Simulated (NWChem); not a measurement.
# Si2H3OF3 (SMILES F[SiH2]O[SiH](F)F): levels of theory compared

Wanted: a comparison of 4 runs (HF/STO-3G, HF/3-21G, B3LYP/6-31G*) of Si2H3OF3. 

Program for the calculation: NWChem 7.3.0.

## Step 1: The structure to begin with

Si2H3OF3: 9 atoms, total charge 0, spin state singlet. As SMILES, `F[SiH2]O[SiH](F)F`. The shape is that of a PBE0-D4/def2-TZVP optimisation. This is one conformer, not always the lowest.

Bond lengths: F1–Si2 1.590 Å, Si2–O3 1.626 Å, O3–Si4 1.605 Å, Si4–F5 1.581 Å, Si4–F6 1.578 Å, Si2–H7 1.475 Å, Si2–H8 1.476 Å, Si4–H9 1.463 Å. Some angles: F1–Si2–O3 108.4°, Si2–O3–Si4 155.1°, O3–Si4–F5 109.8°, O3–Si4–F6 108.8°, F5–Si4–F6 107.2°, F1–Si2–H7 108.1°, F1–Si2–H8 107.9°, O3–Si2–H7 108.4°, O3–Si2–H8 110.2°, O3–Si4–H9 111.7°.

## Step 2: Energy and forces at HF/STO-3G (run 1)

File run.py:

```python
from ase import Atoms
from ase.calculators.nwchem import NWChem

mol = Atoms(['F', 'Si', 'O', 'Si', 'F', 'F', 'H', 'H', 'H'], positions=[
    [-0.304800, -2.387300, 0.791500],
    [0.768900, -1.391000, 0.172100],
    [0.203300, 0.127000, 0.315300],
    [-0.687900, 1.394200, -0.105800],
    [-1.497100, 1.065300, -1.423200],
    [0.272200, 2.602300, -0.438000],
    [2.007200, -1.501900, 0.965100],
    [0.940500, -1.738400, -1.252600],
    [-1.613900, 1.783400, 0.958500],
])

calc = NWChem(
    label='test',
    theory='scf',
    memory='2200 mb',
    basis='STO-3G',
    basispar='spherical bse',
    scf={'nopen': '0', 'rhf': None, 'thresh': '1e-08', 'maxiter': '80'},
)
mol.calc = calc

forces = mol.get_forces()
e = mol.get_potential_energy()
print(f"E = {e:.6f} eV")
print("forces (eV/A):")
for s, f in zip(mol.symbols, forces):
    print(f"{s:2s} {f[0]:10.5f} {f[1]:10.5f} {f[2]:10.5f}")
print("dipole (e A):", mol.get_dipole_moment().round(4))
```

Run with:

```console
export ASE_NWCHEM_COMMAND="nwchem PREFIX.nwi > PREFIX.nwo"
python run.py
```

Output:

```text
E = -25606.628313 eV
forces (eV/A):
F    -0.61989   -0.46763    0.32776
Si    1.18770    1.05508   -0.85525
O    -0.01517   -0.10002   -0.01610
Si   -0.49622   -0.89608    1.81278
F    -0.34057   -0.17180   -0.67162
F     0.52816    0.56657   -0.21968
H    -1.04500    0.08058   -0.91650
H     0.05029    0.28796    1.34428
H     0.75071   -0.35471   -0.80568
dipole (e A): [ 0.109  -0.0575  0.065 ]
```

The calculator wrote test.nwi:

```
title "test"

permanent_dir test

scratch_dir test

start test

geometry units angstrom nocenter noautosym noautoz
  F  -3.0480000000000002e-01 -2.3873000000000002e+00 7.9149999999999998e-01
  Si 7.6890000000000003e-01 -1.3910000000000000e+00 1.7210000000000000e-01
  O  2.0330000000000001e-01 1.2700000000000000e-01 3.1530000000000002e-01
  Si -6.8789999999999996e-01 1.3942000000000001e+00 -1.0580000000000001e-01
  F  -1.4971000000000001e+00 1.0652999999999999e+00 -1.4232000000000000e+00
  F  2.7220000000000000e-01 2.6023000000000001e+00 -4.3800000000000000e-01
  H  2.0072000000000001e+00 -1.5019000000000000e+00 9.6509999999999996e-01
  H  9.4050000000000000e-01 -1.7383999999999999e+00 -1.2525999999999999e+00
  H  -1.6138999999999999e+00 1.7834000000000001e+00 9.5850000000000002e-01
end

memory 2200 mb

basis spherical bse noprint
   * library STO-3G
end

scf
  nopen 0
  rhf
  thresh 1e-08
  maxiter 80
end

task scf gradient
```

test.nwo:

```text
Northwest Computational Chemistry Package (NWChem) 7.3.0
             --------------------------------------------------------

           Job information
           ---------------

    nwchem branch   = 7.3.0
    use scalapack   = T
    input           = test.nwi
    prefix          = test.
    data base       = test/test.db
    status          = startup
    nproc           =        1

           Memory information
           ------------------

    heap     =     72089596 doubles =      550.0 Mbytes
    stack    =     72089601 doubles =      550.0 Mbytes
    global   =    144179200 doubles =     1100.0 Mbytes (distinct from heap & stack)
    total    =    288358397 doubles =     2200.0 Mbytes
    verify   = yes
    hardfail = no

           Directory information
           ---------------------

  0 permanent = test
  0 scratch   = test

                                NWChem Input Module
                                -------------------

                                       test
                                       ----

[... 125 lines left out ...]
 Convergence threshold     :          1.000E-08
[... 12 lines left out ...]
       Final RHF  results
[... 3 lines left out ...]
      One-electron energy =  -2120.699686671188
[... 1 line left out ...]
 Nuclear repulsion energy =    402.429906765732
[... 49 lines left out ...]
                       ROHF Final Molecular Orbital Analysis
[... 234 lines left out ...]
     1   1 0 0      0.206061      0.000000    -18.279508
[... 8 lines of this table left out ...]
     2   0 0 2    -32.191389      0.000000    108.489501

                              NWChem Gradients Module
                              -----------------------

                                       test

  wavefunction    =   RHF

                         RHF ENERGY GRADIENTS

    atom               coordinates                        gradient
                 x          y          z           x          y          z
   1 F      -0.575988  -4.511343   1.495718    0.012055   0.009094  -0.006374
   2 Si      1.453010  -2.628609   0.325222   -0.023097  -0.020518   0.016632
   3 O       0.384181   0.239995   0.595831    0.000295   0.001945   0.000313
[... 5 lines of this table left out ...]
   9 H      -3.049829   3.370137   1.811302   -0.014599   0.006898   0.015668

                 ----------------------------------------
                 |  Time  |  1-e(secs)   |  2-e(secs)   |
                 ----------------------------------------
                 |  CPU   |       0.00   |       0.53   |
                 ----------------------------------------
                 |  WALL  |       0.00   |       0.53   |
                 ----------------------------------------

 Task  times  cpu:        2.9s     wall:        2.9s
 Total times  cpu:        2.9s     wall:        2.9s
```

Wall time 4.2 s (1 thread of Intel Xeon at 2.60GHz (Ice Lake), shared host); peak memory 0.099 GiB.

## Step 3: Energy and gradient at HF/3-21G (run 2)

File run.py:

```python
from ase import Atoms
from ase.calculators.nwchem import NWChem

molecule = Atoms(['F', 'Si', 'O', 'Si', 'F', 'F', 'H', 'H', 'H'], positions=[
    [-0.304800, -2.387300, 0.791500],
    [0.768900, -1.391000, 0.172100],
    [0.203300, 0.127000, 0.315300],
    [-0.687900, 1.394200, -0.105800],
    [-1.497100, 1.065300, -1.423200],
    [0.272200, 2.602300, -0.438000],
    [2.007200, -1.501900, 0.965100],
    [0.940500, -1.738400, -1.252600],
    [-1.613900, 1.783400, 0.958500],
])

calc = NWChem(
    label='f3h3osi2',
    theory='scf',
    memory='2200 mb',
    basis='3-21G',
    basispar='spherical bse',
    scf={'nopen': '0', 'rhf': None, 'thresh': '1e-08', 'maxiter': '80'},
)
molecule.calc = calc

forces = molecule.get_forces()
e = molecule.get_potential_energy()
print(f"E = {e:.6f} eV")
print("forces (eV/A):")
for s, f in zip(molecule.symbols, forces):
    print(f"{s:2s} {f[0]:10.5f} {f[1]:10.5f} {f[2]:10.5f}")
print("dipole (e A):", molecule.get_dipole_moment().round(4))
```

Run with:

```console
export ASE_NWCHEM_COMMAND="nwchem PREFIX.nwi > PREFIX.nwo"
python run.py
```

Output:

```text
E = -25796.427574 eV
forces (eV/A):
F    -1.06912   -0.90313    0.56451
Si    1.65625    0.19000   -0.31373
O    -0.26755   -0.10984   -0.43251
Si   -0.70865    0.07898    2.11442
F    -0.49442   -0.30663   -1.17700
F     0.82106    1.05359   -0.50178
H    -0.08479   -0.03358   -0.16486
H     0.01131    0.08330    0.12732
H     0.13591   -0.05271   -0.21633
dipole (e A): [ 0.1672 -0.075   0.1257]
```

The calculator wrote f3h3osi2.nwi:

```
title "f3h3osi2"

permanent_dir f3h3osi2

scratch_dir f3h3osi2

start f3h3osi2

geometry units angstrom nocenter noautosym noautoz
  F  -3.0480000000000002e-01 -2.3873000000000002e+00 7.9149999999999998e-01
  Si 7.6890000000000003e-01 -1.3910000000000000e+00 1.7210000000000000e-01
  O  2.0330000000000001e-01 1.2700000000000000e-01 3.1530000000000002e-01
  Si -6.8789999999999996e-01 1.3942000000000001e+00 -1.0580000000000001e-01
  F  -1.4971000000000001e+00 1.0652999999999999e+00 -1.4232000000000000e+00
  F  2.7220000000000000e-01 2.6023000000000001e+00 -4.3800000000000000e-01
  H  2.0072000000000001e+00 -1.5019000000000000e+00 9.6509999999999996e-01
  H  9.4050000000000000e-01 -1.7383999999999999e+00 -1.2525999999999999e+00
  H  -1.6138999999999999e+00 1.7834000000000001e+00 9.5850000000000002e-01
end

memory 2200 mb

basis spherical bse noprint
   * library 3-21G
end

scf
  nopen 0
  rhf
  thresh 1e-08
  maxiter 80
end

task scf gradient
```

f3h3osi2.nwo:

```text
Northwest Computational Chemistry Package (NWChem) 7.3.0
             --------------------------------------------------------

           Job information
           ---------------

    nwchem branch   = 7.3.0
    use scalapack   = T
    input           = f3h3osi2.nwi
    prefix          = f3h3osi2.
    data base       = f3h3osi2/f3h3osi2.db
    status          = startup
    nproc           =        1

           Memory information
           ------------------

    heap     =     72089596 doubles =      550.0 Mbytes
    stack    =     72089601 doubles =      550.0 Mbytes
    global   =    144179200 doubles =     1100.0 Mbytes (distinct from heap & stack)
    total    =    288358397 doubles =     2200.0 Mbytes
    verify   = yes
    hardfail = no

           Directory information
           ---------------------

  0 permanent = f3h3osi2
  0 scratch   = f3h3osi2

                                NWChem Input Module
                                -------------------

                                     f3h3osi2
                                     --------

[... 125 lines left out ...]
 Convergence threshold     :          1.000E-08
[... 12 lines left out ...]
       Final RHF  results
[... 3 lines left out ...]
      One-electron energy =  -2120.635727596215
[... 1 line left out ...]
 Nuclear repulsion energy =    402.429906765732
[... 51 lines left out ...]
                       ROHF Final Molecular Orbital Analysis
[... 256 lines left out ...]
     1   1 0 0      0.315916      0.000000    -18.279508
[... 8 lines of this table left out ...]
     2   0 0 2    -37.332365      0.000000    108.489501

                              NWChem Gradients Module
                              -----------------------

                                     f3h3osi2

  wavefunction    =   RHF

                         RHF ENERGY GRADIENTS

    atom               coordinates                        gradient
                 x          y          z           x          y          z
   1 F      -0.575988  -4.511343   1.495718    0.020791   0.017563  -0.010978
   2 Si      1.453010  -2.628609   0.325222   -0.032209  -0.003695   0.006101
   3 O       0.384181   0.239995   0.595831    0.005203   0.002136   0.008411
[... 5 lines of this table left out ...]
   9 H      -3.049829   3.370137   1.811302   -0.002643   0.001025   0.004207

                 ----------------------------------------
                 |  Time  |  1-e(secs)   |  2-e(secs)   |
                 ----------------------------------------
                 |  CPU   |       0.00   |       0.62   |
                 ----------------------------------------
                 |  WALL  |       0.00   |       0.62   |
                 ----------------------------------------

 Task  times  cpu:        3.6s     wall:        3.6s
 Total times  cpu:        3.6s     wall:        3.6s
```

Wall time 4.8 s (1 thread of Intel Xeon at 2.60GHz (Ice Lake), shared host); peak memory 0.099 GiB.

## Step 4: Energy and gradient at B3LYP/6-31G(d) (spherical functions) (run 3)

File run.nw:

```
start run
title "F3H3OSi2"
memory stack 880 mb heap 220 mb global 1100 mb
geometry noautosym nocenter noautoz
   F    -0.304800   -2.387300    0.791500
   Si    0.768900   -1.391000    0.172100
   O     0.203300    0.127000    0.315300
   Si   -0.687900    1.394200   -0.105800
   F    -1.497100    1.065300   -1.423200
   F     0.272200    2.602300   -0.438000
   H     2.007200   -1.501900    0.965100
   H     0.940500   -1.738400   -1.252600
   H    -1.613900    1.783400    0.958500
end
basis spherical bse
   * library 6-31G*
end
dft
   xc b3lyp
   grid fine
   convergence energy 1e-08
   maxiter 100
   mulliken
   print low
end
task dft gradient
```

Run with:

```console
nwchem run.nw > run.out
```

Output:

```text
[...]
 d= 0,ls=0.0,diis     1   -955.6755499678 -1.36D+03  1.60D-02  1.23D+00     3.1
[...]
 d= 0,ls=0.0,diis    10   -955.8055147541 -1.60D-10  6.99D-08  1.78D-10    23.6
         Total DFT energy =     -955.805514754148
      One electron energy =    -2128.074023779730
           Coulomb energy =      853.182525608006
    Exchange-Corr. energy =      -83.343923348156
 Nuclear repulsion energy =      402.429906765733
[...]
      Total Density - Mulliken Population Analysis
     ---------------------------------------------
    Atom       Charge   Shell Charges
 -----------   ------   -------------------------------------------------------
    1 F    9     9.39   2.00  0.93  3.32  1.03  2.10  0.01
    2 Si  14    13.10   2.00  2.00  5.96  0.90  1.59  0.12  0.18  0.35
    3 O    8     8.58   2.00  0.88  3.01  0.88  1.81  0.01
    4 Si  14    12.87   2.00  2.00  5.96  0.80  1.43  0.04  0.20  0.45
    5 F    9     9.38   2.00  0.93  3.33  1.02  2.10  0.01
    6 F    9     9.38   2.00  0.93  3.33  1.02  2.09  0.01
    7 H    1     1.10   0.52  0.58
    8 H    1     1.10   0.52  0.59
    9 H    1     1.10   0.52  0.58
[...]
                         DFT ENERGY GRADIENTS
    atom               coordinates                        gradient
                 x          y          z           x          y          z
   1 F      -0.575988  -4.511343   1.495718    0.008552   0.008373  -0.004997
   2 Si      1.453010  -2.628609   0.325222   -0.009919   0.004973   0.004170
   3 O       0.384181   0.239995   0.595831   -0.003702  -0.000571  -0.004367
   4 Si     -1.299943   2.634656  -0.199933    0.008776  -0.004046  -0.009289
   5 F      -2.829109   2.013125  -2.689458    0.007108   0.003373   0.011692
   6 F       0.514383   4.917634  -0.827700   -0.008922  -0.011415   0.003000
   7 H       3.793058  -2.838179   1.823775   -0.001395  -0.000413   0.000154
   8 H       1.777287  -3.285100  -2.367071   -0.001040  -0.000400   0.001093
   9 H      -3.049829   3.370137   1.811302    0.000541   0.000127  -0.001456
 Task  times  cpu:       30.1s     wall:       30.1s
[...]
```

It took 31 s on 1 thread of Intel Xeon at 2.60GHz (Ice Lake), shared host; peak memory 0.12 GiB.

## Step 5: Energy and gradient at B3LYP/6-31G(d) (Cartesian functions) (run 4)

File run.py:

```python
from ase import Atoms
from ase.calculators.nwchem import NWChem

atoms = Atoms(['F', 'Si', 'O', 'Si', 'F', 'F', 'H', 'H', 'H'], positions=[
    [-0.304800, -2.387300, 0.791500],
    [0.768900, -1.391000, 0.172100],
    [0.203300, 0.127000, 0.315300],
    [-0.687900, 1.394200, -0.105800],
    [-1.497100, 1.065300, -1.423200],
    [0.272200, 2.602300, -0.438000],
    [2.007200, -1.501900, 0.965100],
    [0.940500, -1.738400, -1.252600],
    [-1.613900, 1.783400, 0.958500],
])

calc = NWChem(
    label='struct',
    theory='dft',
    memory='2200 mb',
    basis='6-31G*',
    dft={'xc': 'b3lyp', 'mult': '1', 'grid': 'fine', 'convergence': 'energy 1e-08', 'iterations': '100', 'mulliken': None},
)
atoms.calc = calc

forces = atoms.get_forces()
print("Total energy (eV):", round(atoms.get_potential_energy(), 6))
print("forces (eV/A):")
for s, f in zip(atoms.symbols, forces):
    print(f"{s:2s} {f[0]:10.5f} {f[1]:10.5f} {f[2]:10.5f}")
print("dipole (e A):", atoms.get_dipole_moment().round(4))
```

Run with:

```console
export ASE_NWCHEM_COMMAND="nwchem PREFIX.nwi > PREFIX.nwo"
python run.py
```

Output:

```text
Total energy (eV): -26009.036712
forces (eV/A):
F    -0.39384   -0.39564    0.23037
Si    0.44927   -0.26452   -0.18337
O     0.18250    0.03461    0.21330
Si   -0.41570    0.21572    0.40145
F    -0.33681   -0.16434   -0.54111
F     0.41796    0.53649   -0.13154
H     0.07194    0.02072   -0.00859
H     0.05338    0.02103   -0.05595
H    -0.02859   -0.00406    0.07549
dipole (e A): [ 0.1331 -0.0521  0.1014]
```

The calculator wrote struct.nwi:

```
title "struct"

permanent_dir struct

scratch_dir struct

start struct

geometry units angstrom nocenter noautosym noautoz
  F  -3.0480000000000002e-01 -2.3873000000000002e+00 7.9149999999999998e-01
  Si 7.6890000000000003e-01 -1.3910000000000000e+00 1.7210000000000000e-01
  O  2.0330000000000001e-01 1.2700000000000000e-01 3.1530000000000002e-01
  Si -6.8789999999999996e-01 1.3942000000000001e+00 -1.0580000000000001e-01
  F  -1.4971000000000001e+00 1.0652999999999999e+00 -1.4232000000000000e+00
  F  2.7220000000000000e-01 2.6023000000000001e+00 -4.3800000000000000e-01
  H  2.0072000000000001e+00 -1.5019000000000000e+00 9.6509999999999996e-01
  H  9.4050000000000000e-01 -1.7383999999999999e+00 -1.2525999999999999e+00
  H  -1.6138999999999999e+00 1.7834000000000001e+00 9.5850000000000002e-01
end

memory 2200 mb

basis noprint
   * library 6-31G*
end

dft
  xc b3lyp
  mult 1
  grid fine
  convergence energy 1e-08
  iterations 100
  mulliken
end

task dft gradient
```

struct.nwo:

```text
Northwest Computational Chemistry Package (NWChem) 7.3.0
             --------------------------------------------------------

           Job information
           ---------------

    nwchem branch   = 7.3.0
    use scalapack   = T
    input           = struct.nwi
    prefix          = struct.
    data base       = struct/struct.db
    status          = startup
    nproc           =        1

           Memory information
           ------------------

    heap     =     72089596 doubles =      550.0 Mbytes
    stack    =     72089601 doubles =      550.0 Mbytes
    global   =    144179200 doubles =     1100.0 Mbytes (distinct from heap & stack)
    total    =    288358397 doubles =     2200.0 Mbytes
    verify   = yes
    hardfail = no

           Directory information
           ---------------------

  0 permanent = struct
  0 scratch   = struct

                                NWChem Input Module
                                -------------------

                                      struct
                                      ------

[... 96 lines left out ...]
  convergence criterion.
[... 17 lines left out ...]
          Convergence on gradient requested:  5.00D-04
[... 27 lines left out ...]
          Convergence aids based upon iterative change in
[... 28 lines left out ...]
 1-e energy   =   -2124.956152
[... 41 lines left out ...]
         Total DFT energy =     -955.814477383371
[... 2 lines left out ...]
    Exchange-Corr. energy =      -83.296374810795
[... 793 lines left out ...]
          Convergence on energy requested:  1.00D-08
[... 25 lines left out ...]
          Spatial weights used:  Erf1
[... 4 lines left out ...]
          total energy or number of iterations.
[... 18 lines left out ...]
                            NWChem DFT Gradient Module
                            --------------------------

                                      struct

  charge          =   0.00
  wavefunction    = closed shell

                         DFT ENERGY GRADIENTS

    atom               coordinates                        gradient
                 x          y          z           x          y          z
   1 F      -0.575988  -4.511343   1.495718    0.007659   0.007694  -0.004480
   2 Si      1.453010  -2.628609   0.325222   -0.008737   0.005144   0.003566
   3 O       0.384181   0.239995   0.595831   -0.003549  -0.000673  -0.004148
[... 5 lines of this table left out ...]
   9 H      -3.049829   3.370137   1.811302    0.000556   0.000079  -0.001468

                 ----------------------------------------
                 |  Time  |  1-e(secs)   |  2-e(secs)   |
                 ----------------------------------------
                 |  CPU   |       0.01   |       4.52   |
                 ----------------------------------------
                 |  WALL  |       0.01   |       4.52   |
                 ----------------------------------------

 Task  times  cpu:       30.5s     wall:       30.5s
 Total times  cpu:       30.5s     wall:       30.5s
```

Run time: 32 s. Hardware: 1 thread of Intel Xeon at 2.60GHz (Ice Lake), shared host; peak memory 0.13 GiB.

## Step 6: Overview of the runs

```csv
run,level,iteration cap,module,energy (Eh),dipole moment (D),HOMO energy (eV),LUMO energy (eV),wall time
1,HF/STO-3G,80,scf,-941.026241,0.67,-9.29,11.38,4.2 s
2,HF/3-21G,80,scf,-948.001236,1.07,-13.20,4.72,4.8 s
3,B3LYP/6-31G* (spherical functions),100,dft,-955.805515,–,–,–,31 s
4,B3LYP/6-31G* (Cartesian functions),100,dft,-955.814477,0.84,-9.22,0.60,32 s
```

## Step 7: What came out

| quantity | value |
| --- | --- |
| run 4: total energy | -955.81448 Eh |
| run 4: dipole moment | 0.84 D |
| run 4: HOMO energy | -9.22 eV |
| run 4: LUMO energy | 0.60 eV |
| run 4: HOMO–LUMO gap | 9.81 eV |
| run 4: largest force on an atom | 0.693 eV/Å |

**Reading.** Over runs 1, 2, 4 the dipole moment (its size) runs from 0.67 D (HF/STO-3G) to 1.07 D (HF/3-21G). Over runs 1, 2, 4 the HOMO–LUMO gap runs from 9.81 eV (B3LYP/6-31G*) to 20.67 eV (HF/STO-3G). The two ends differ in method and basis. In run 1 the basis is minimal, so the values are rough. All runs together took 72 s, the longest 32 s.
